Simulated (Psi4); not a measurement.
# CuNH4 (Cu(NH3)H) at 3 levels

We compute a comparison of 3 runs (HF/3-21G, B3LYP/6-31G*) of CuNH4 (Cu(NH3)H). 

Program for the calculation: Psi4 1.11.

### Step 1. Starting point

CuNH4 has 6 atoms, charge 0, and is taken as a singlet. As SMILES, `[H][Cu]<-[NH3]`. Geometry: a GFN2-xTB relaxation, a rough one for these elements and not checked as a minimum.

Bond lengths: Cu1–N2 1.969 Å, N2–H3 1.018 Å, N2–H4 1.018 Å, N2–H5 1.018 Å, Cu1–H6 1.446 Å. Angles: Cu1–N2–H3 109.7°, Cu1–N2–H4 108.8°, Cu1–N2–H5 109.5°, N2–Cu1–H6 179.3°, H3–N2–H4 109.6°, H3–N2–H5 109.6°, H4–N2–H5 109.7°.

### Step 2. Energy and forces at HF/3-21G (run 1)

input.in

```
memory 1.6 GB

molecule molecule1 {
  0 1
  Cu
  N 1 r2
  H 2 r3 1 a3
  H 2 r4 3 a4 1 d4
  H 2 r5 3 a5 4 d5
  H 1 r6 4 a6 2 d6

  r2 = 1.969313
  r3 = 1.018021
  a3 = 109.68925
  r4 = 1.018133
  a4 = 109.60388
  d4 = 119.36801
  r5 = 1.018009
  a5 = 109.62651
  d5 = 120.39918
  r6 = 1.445895
  a6 = 156.5754
  d6 = -179.27025
  units angstrom
  symmetry c1
}

set {
  basis         3-21G
  puream        true
  e_convergence 1e-09
  d_convergence 1e-08
  scf_type      pk
}

gradient('scf')
print_variables()
```

Run with:

```bash
$ psi4 input.in input.out -n 1
```

input.out:

```text
[...]
  Running in c1 symmetry.
[...]
  Nuclear repulsion =   96.955289259146667
[...]
  Multiplicity = 1
[...]
  Nalpha       = 20
  Nbeta        = 20
[...]
    Number of basis functions: 44
[...]
   @RHF iter   1: -1685.28059387517828   -1.50666e+00   7.10155e-02 DIIS/ADIIS
[...]
   @RHF iter  16: -1687.13851078339803   -3.41061e-12   6.68437e-09 DIIS
[...]
    Orbital Energies [Eh]
    ---------------------
    Doubly Occupied:
       1A   -326.570905     2A    -40.545789     3A    -35.291687
       4A    -35.282124     5A    -35.282120     6A    -15.543647
       7A     -4.905001     8A     -3.209087     9A     -3.190547
      10A     -3.190542    11A     -1.219550    12A     -0.706707
      13A     -0.706586    14A     -0.546640    15A     -0.359144
      16A     -0.359112    17A     -0.329339    18A     -0.329337
      19A     -0.313560    20A     -0.196120
[...]
  @RHF Final Energy: -1687.13851078339803
   => Energetics <=
    Nuclear Repulsion Energy =             96.9552892591466673
    One-Electron Energy =               -2552.0325069554919537
    Two-Electron Energy =                 767.9387069129470547
    Total Energy =                      -1687.1385107833980328
[...]
 Multipole Moments:
 ------------------------------------------------------------------------------------
     Multipole            Electronic (a.u.)      Nuclear  (a.u.)        Total (a.u.)
 ------------------------------------------------------------------------------------
 L = 1.  Multiply by 2.5417464519 to convert [e a0] to [Debye]
 Dipole X            :          0.0229399           -0.0172446            0.0056953
 Dipole Y            :         -0.0288141            0.0197694           -0.0090447
 Dipole Z            :         -2.5602678            5.4966592            2.9363914
 Magnitude           :                                                    2.9364109
[...]
  -Total Gradient:
     Atom            X                  Y                   Z
    ------   -----------------  -----------------  -----------------
       1       -0.000205162158     0.000186474837    -0.043307626522
       2        0.000216461317    -0.000040292629     0.024004015901
       3       -0.000029296645    -0.006688897667     0.002950366458
       4       -0.005926846849     0.003328642334     0.002767795395
       5        0.005815453933     0.003359794111     0.002910660558
       6        0.000129390403    -0.000145720987     0.010674788247
[...]
```

Run time: 1.6 s. Hardware: 1 thread of Intel Xeon 6975P-C (Granite Rapids), shared host; peak memory 0.2 GiB.

### Step 3. Energy and forces at B3LYP/6-31G(d) (spherical functions) (run 2)

calc.py

```python
import psi4

psi4.set_memory('1600 MB')
psi4.set_num_threads(1)
psi4.core.set_output_file('psi4.out', False)

geom = psi4.geometry("""
Cu    -0.012740     0.006930    -1.240190
N      0.000760    -0.001200     0.729060
H     -0.413680     0.860500     1.078460
H      0.964450    -0.071390     1.049950
H     -0.532190    -0.799250     1.068800
H     -0.006600     0.004410    -2.686070
units angstrom
symmetry c1
no_reorient
no_com
""")

options = {'puream': True, 'e_convergence': 1e-09, 'd_convergence': 1e-08, 'scf_type': 'pk', 'dft_radial_points': 99, 'dft_spherical_points': 590}
psi4.set_options(options)

e, wfn = psi4.gradient("b3lyp/6-31G*", return_wfn=True)
print('gradient / Eh bohr^-1')
print(e.np.round(6))
print(f'energy = {wfn.energy():.10f} Eh')
```

Run with:

```bash
$ python calc.py
```

psi4.out:

```text
[...]
  Running in c1 symmetry.
[...]
  Nuclear repulsion =   96.955279828491456
[...]
  Multiplicity = 1
[...]
  Nalpha       = 20
  Nbeta        = 20
[...]
    Number of basis functions: 56
[...]
   @RKS iter   1: -1694.57069044189097    3.18240e-01   5.77605e-02 ADIIS/DIIS
[...]
   @RKS iter  14: -1697.39645738393051   -4.54747e-13   1.69941e-09 DIIS
[...]
    Orbital Energies [Eh]
    ---------------------
    Doubly Occupied:
       1A   -322.911272     2A    -38.741821     3A    -33.958207
       4A    -33.944040     5A    -33.944033     6A    -14.389650
       7A     -4.210617     8A     -2.721826     9A     -2.695389
      10A     -2.695383    11A     -0.931200    12A     -0.544012
      13A     -0.543899    14A     -0.398354    15A     -0.250801
      16A     -0.184444    17A     -0.184417    18A     -0.169580
      19A     -0.164664    20A     -0.164663
[...]
  @RKS Final Energy: -1697.39645738393051
   => Energetics <=
    Nuclear Repulsion Energy =             96.9552798284914559
    One-Electron Energy =               -2558.1899480896886416
    Two-Electron Energy =                 824.8154030518894615
    DFT Exchange-Correlation Energy =     -60.9771921746223882
    Empirical Dispersion Energy =           0.0000000000000000
    VV10 Nonlocal Energy =                  0.0000000000000000
    Total Energy =                      -1697.3964573839302830
[...]
 Multipole Moments:
 ------------------------------------------------------------------------------------
     Multipole            Electronic (a.u.)      Nuclear  (a.u.)        Total (a.u.)
 ------------------------------------------------------------------------------------
 L = 1.  Multiply by 2.5417464519 to convert [e a0] to [Debye]
 Dipole X            :          0.6750044           -0.6654860            0.0095184
 Dipole Y            :         -0.3586176            0.3530764           -0.0055412
 Dipole Z            :         59.8150783          -57.3549831            2.4600952
 Magnitude           :                                                    2.4601198
[...]
  -Total Gradient:
     Atom            X                  Y                   Z
    ------   -----------------  -----------------  -----------------
       1       -0.000044609364     0.000111557488    -0.027299537898
       2        0.000199771716    -0.000258378848     0.032754841682
       3        0.000188060126    -0.000446138960    -0.005058905985
       4       -0.000525693214     0.000119517102    -0.005165373009
       5        0.000201832259     0.000490222402    -0.005075133209
       6       -0.000019411000    -0.000016813011     0.009843895847
[...]
```

The script printed:

```text
gradient / Eh bohr^-1
[[-4.5000e-05  1.1200e-04 -2.7300e-02]
 [ 2.0000e-04 -2.5800e-04  3.2755e-02]
 [ 1.8800e-04 -4.4600e-04 -5.0590e-03]
 [-5.2600e-04  1.2000e-04 -5.1650e-03]
 [ 2.0200e-04  4.9000e-04 -5.0750e-03]
 [-1.9000e-05 -1.7000e-05  9.8440e-03]]
energy = -1697.3964573839 Eh
```

Run time: 8.7 s. Hardware: 1 thread of Intel Xeon 6975P-C (Granite Rapids), shared host; peak memory 0.71 GiB.

### Step 4. Energy and forces at B3LYP/6-31G(d) (Cartesian functions) (run 3)

job.inp

```
memory 1600 MB

molecule m {
  0 1
  Cu    -0.012740     0.006930    -1.240190
  N      0.000760    -0.001200     0.729060
  H     -0.413680     0.860500     1.078460
  H      0.964450    -0.071390     1.049950
  H     -0.532190    -0.799250     1.068800
  H     -0.006600     0.004410    -2.686070
  symmetry c1
  no_reorient
  no_com
}

set globals {
  basis 6-31G*
  puream false
  e_convergence 1e-09
  d_convergence 1e-08
  scf_type pk
  dft_radial_points 99
  dft_spherical_points 590
}

result, w = gradient("b3lyp", return_wfn=True)
oeprop(w, "DIPOLE", "WIBERG_LOWDIN_INDICES", "MULLIKEN_CHARGES")
print_variables()
```

Run with:

```bash
$ psi4 -n 1 job.inp job.out
```

job.out:

```text
[...]
  Running in c1 symmetry.
[...]
  Nuclear repulsion =   96.955279828491456
[...]
  Multiplicity = 1
[...]
  Nalpha       = 20
  Nbeta        = 20
[...]
    Number of basis functions: 62
[...]
   @RKS iter   1: -1694.31352058741663    6.91457e-01   5.90488e-02 ADIIS/DIIS
[...]
   @RKS iter  13: -1697.40319583369546   -1.81899e-12   5.56669e-09 DIIS
[...]
  @RKS Final Energy: -1697.40319583369546
   => Energetics <=
    Nuclear Repulsion Energy =             96.9552798284914559
    One-Electron Energy =               -2558.1086365968658356
    Two-Electron Energy =                 824.7113624033275983
    DFT Exchange-Correlation Energy =     -60.9612014686483050
    Empirical Dispersion Energy =           0.0000000000000000
    VV10 Nonlocal Energy =                  0.0000000000000000
    Total Energy =                      -1697.4031958336952357
[...]
  -Total Gradient:
     Atom            X                  Y                   Z
    ------   -----------------  -----------------  -----------------
       1        0.000068032539     0.000052324147    -0.027320953874
       2        0.000163577141    -0.000240367444     0.035092532021
       3        0.000118069436    -0.000304938210    -0.005362741194
       4       -0.000372801447     0.000109781512    -0.005461486498
       5        0.000112656999     0.000362587863    -0.005377029873
       6       -0.000089580058     0.000020577908     0.008429566847
[...]
 Multipole Moments:
 ------------------------------------------------------------------------------------
     Multipole            Electronic (a.u.)      Nuclear  (a.u.)        Total (a.u.)
 ------------------------------------------------------------------------------------
 L = 1.  Multiply by 2.5417464519 to convert [e a0] to [Debye]
 Dipole X            :          0.6751948           -0.6654860            0.0097089
 Dipole Y            :         -0.3587143            0.3530764           -0.0056378
 Dipole Z            :         59.8313503          -57.3549831            2.4763672
 Magnitude           :                                                    2.4763926
[...]
  Mulliken Charges: (a.u.)
   Center  Symbol    Alpha    Beta     Spin     Total
       1    CU    14.49930 14.49930  0.00000  0.00141
       2     N     3.98019  3.98019  0.00000 -0.96037
       3     H     0.31412  0.31412  0.00000  0.37177
       4     H     0.31381  0.31381  0.00000  0.37238
       5     H     0.31399  0.31399  0.00000  0.37203
       6     H     0.57861  0.57861  0.00000 -0.15721
   Total alpha = 20.00000, Total beta = 20.00000, Total charge = -0.00000
  Wiberg Bond Indices using Orthogonal Lowdin Orbitals:
[...]
```

Wall time 9.3 s (1 thread of Intel Xeon 6975P-C (Granite Rapids), shared host); peak memory 0.77 GiB.

### Step 5. All runs side by side

```csv
run,level,integration grid,Cartesian functions,energy (Eh),dipole moment (D),HOMO energy (eV),LUMO energy (eV),wall time
1,HF/3-21G,–,no,-1687.138511,7.46,-5.34,-0.01,1.6 s
2,B3LYP/6-31G* (spherical functions),99 radial × 590 angular,no,-1697.396457,6.25,-4.48,-0.13,8.7 s
3,B3LYP/6-31G* (Cartesian functions),99 radial × 590 angular,yes,-1697.403196,6.29,-4.48,-0.16,9.3 s
```

### Step 6. What came out

| quantity | value |
| --- | --- |
| run 3: total energy | -1697.40320 Eh |
| run 3: dipole moment | 6.29 D |
| run 3: HOMO energy | -4.48 eV |
| run 3: LUMO energy | -0.16 eV |
| run 3: HOMO–LUMO gap | 4.31 eV |
| run 3: largest force on an atom | 1.805 eV/Å |

The dipole moment (its size) runs from 6.25 D (B3LYP/6-31G*) to 7.46 D (HF/3-21G). The two ends differ in method and basis. The HOMO–LUMO gap runs from 4.31 eV (B3LYP/6-31G*) to 5.33 eV (HF/3-21G). All runs together took 20 s, the longest 9.3 s.
